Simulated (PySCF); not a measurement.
**C₂H₇GeN: geometry, electronic excitations**

Aim: predict the electronic excitations of C₂H₇GeN (`C/N=[CH]\[GeH3]`).

Programs: PySCF 2.14.0, with density-fitted response routines of our own. Each step states its level of theory. These are calculated values for one molecule in the gas phase, unless marked as measured. Atoms count from 0, in the outputs and in this text.

## (1) Starting geometry

11 atoms, charge 0, multiplicity 1; geometry from: GFN2-xTB. The atoms were then displaced at random by about 0.01 Å, so the start is not that level's minimum.

Bonds of the start (Å): C0–N1 1.42, N1–C2 1.24, C2–Ge3 2.02, C0–H4 1.09, C0–H5 1.06, C0–H6 1.10, C2–H7 1.11, Ge3–H8 1.48, Ge3–H9 1.46, Ge3–H10 1.51.

## (2) Relaxing the molecule at PBE0-D3(BJ)/def2-SVP

Job settings and geometry (Å):

```
{"job": {"xc": "PBE0", "basis": "def2-SVP", "d3": "d3bj", "grid": 1, "shake": 0.01, "kind": "geom"}, "charge": 0, "multiplicity": 1}
C     -1.689990    -0.097270     0.070900
N     -0.940420     1.109680     0.163090
C      0.293690     1.079630     0.095680
Ge     1.581790    -0.459140    -0.127310
H     -2.315190    -0.169990     0.961170
H     -1.099320    -0.972300    -0.066300
H     -2.384320     0.033000    -0.776320
H      0.824890     2.051780     0.184810
H      1.367390    -1.199400    -1.393860
H      2.938440     0.078790    -0.111710
H      1.461150    -1.480610     0.984190
```

On the command line:

```bash
> OMP_NUM_THREADS=1 python probes_run.py task.json out
```

One launch serves the whole session: the jobs run in the order shown.

**Question.** This job is followed by: TDDFT PBE0/def2-TZVPD, vertical, gas phase, core orbitals frozen in the response. What will the session give for the following? point group; rotational constants (main isotopes); lowest singlet (PBE0/def2-TZVPD); brightest single state of those computed; lowest triplet.

The runs gave:

| quantity | value |
| --- | --- |
| point group | Cs |
| rotational constants (main isotopes) | 12.23, 2.37, 2.06 GHz |
| lowest singlet (PBE0/def2-TZVPD) | 4.16 eV (298 nm), f = 0.000 |
| brightest single state of those computed | state 8, 7.42 eV, f = 0.340 |
| lowest triplet | 3.39 eV |

What this shows: The optimisation took 5 steps and gained 0.201 eV; among the close pairs (by a distance rule), Ge3–H9 changed most, from 1.459 to 1.539 Å. The lowest singlet, at 4.16 eV, is HOMO→LUMO 0.98 and is dark; of the 10 states computed, the strongest absorption comes from state 8 at 7.42 eV. The lowest triplet lies 0.78 eV below the lowest singlet (triplets in Tamm-Dancoff, singlets in full TDDFT). States above −ε(HOMO) lie where TDDFT describes them poorly and they hang on the basis; the brightest is among them.
